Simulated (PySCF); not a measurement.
# EuH2S2 (Eu(SH)2+): the cost of one run

Program: PySCF 2.14.0. Level of theory: PBE0, Eu lcecp-1-SVP with ECP52, S def2-SVP, H def2-SVP; scalar-relativistic core potentials, no spin–orbit coupling. These are calculated values, not measurements.

2 further runs of the same task are left out: 1 for a known fault of the program, 1 that didn't finish.

## 1. Where the work starts

5 atoms, charge 1, spin multiplicity 1.

Bond lengths: Eu1–S2 2.741 Å, Eu1–S4 2.741 Å, S2–H3 1.341 Å, S4–H5 1.341 Å. Angles: S2–Eu1–S4 180.0°, Eu1–S2–H3 104.2°, Eu1–S4–H5 104.2°.

Geometry (Å):

```xyz
5

Eu    0.00000    0.00000    0.00000
S     0.00000    0.00000    2.74070
H     0.00000    1.30000    3.07080
S     0.00000    0.00000   -2.74070
H     0.00000   -1.30000   -3.07080
```

Formal oxidation states: Eu +3. Each metal's 6 4f electrons lie in its core potential, so multiplicities, spins and levels count the valence alone.

## 2. SCF at the start, singlet

File run.py (the lines that set the calculation):

```python
mol = gto.M(atom='''
Eu     0.00000     0.00000     0.00000
S      0.00000     0.00000     2.74070
H      0.00000     1.30000     3.07080
S      0.00000     0.00000    -2.74070
H      0.00000    -1.30000    -3.07080''',
    basis={'Eu': 'lcecp-1-SVP', 'S': 'def2-SVP', 'H': 'def2-SVP'},
    ecp={'Eu': 'lcecp-1-SVP'},
    charge=1, spin=0)
mf = dft.RKS(mol, xc='PBE0')
mf.grids.atom_grid = (50, 194)  # f atoms: unpruned, at least (60, 302)
mf = mf.density_fit()  # fitting sets: Eu AutoAux, S def2-universal-JKFIT, H def2-universal-JKFIT
mf.conv_tol = 1e-08; mf.max_cycle = 55
mf.kernel(dm0)  # dm0: free metal ions and neutral atoms
```

Command:

```
OMP_NUM_THREADS=2 python run.py
```

**Question.** How long does this run take on 2 threads of Arm Neoverse V1, shared host, and how much memory does it need?

About 2.4 s, with a peak of 0.41 GiB.
